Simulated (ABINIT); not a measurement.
AlCl:

```xyz
4
Lattice="4.0383 0.0000 0.0000 -2.0191 3.4972 0.0000 0.0000 0.0000 6.5914" Properties=species:S:1:pos:R:3 pbc="T T T"
Al    0.0000    2.3315    0.0000
Al    2.0191    1.1657    3.2957
Cl    0.0000    2.3315    2.5377
Cl    2.0191    1.1657    5.8334
```

The cell was built by a generator and needn't be a form met in nature.

Base run:

```yaml
Program: ABINIT 10.8.3 (patched build)
Functional: WC
Potentials_or_basis: PseudoDojo NC SR PBEsol v0.4 stringent
Cutoff: 680 eV
k_mesh: 6 × 6 × 3
Occupations: fermi-dirac, width 0.05 eV
Spin: no spin polarisation
```

Its results: band gap on the k mesh 0.31 eV, direct; pressure 14.2 GPa; largest force 0.158 eV/Å.

**Question.** The run is repeated on the same cell with these changes: functional from WC to LDA-PZ; potentials or basis from PseudoDojo NC SR PBEsol v0.4 stringent to JTH PAW LDA v2.0; cutoff from 680 eV to 517 eV. What comes out?

**Answer.** Band gap on the k mesh 0.37 eV, direct; pressure 13.1 GPa; largest force 0.159 eV/Å.

Caveats: an odd mesh through Γ misses points on the zone boundary, where band edges often lie; the cutoff is short for stress, so the pressure is rough (some runs); the potentials were made for another functional, which shifts forces and pressure (some runs).
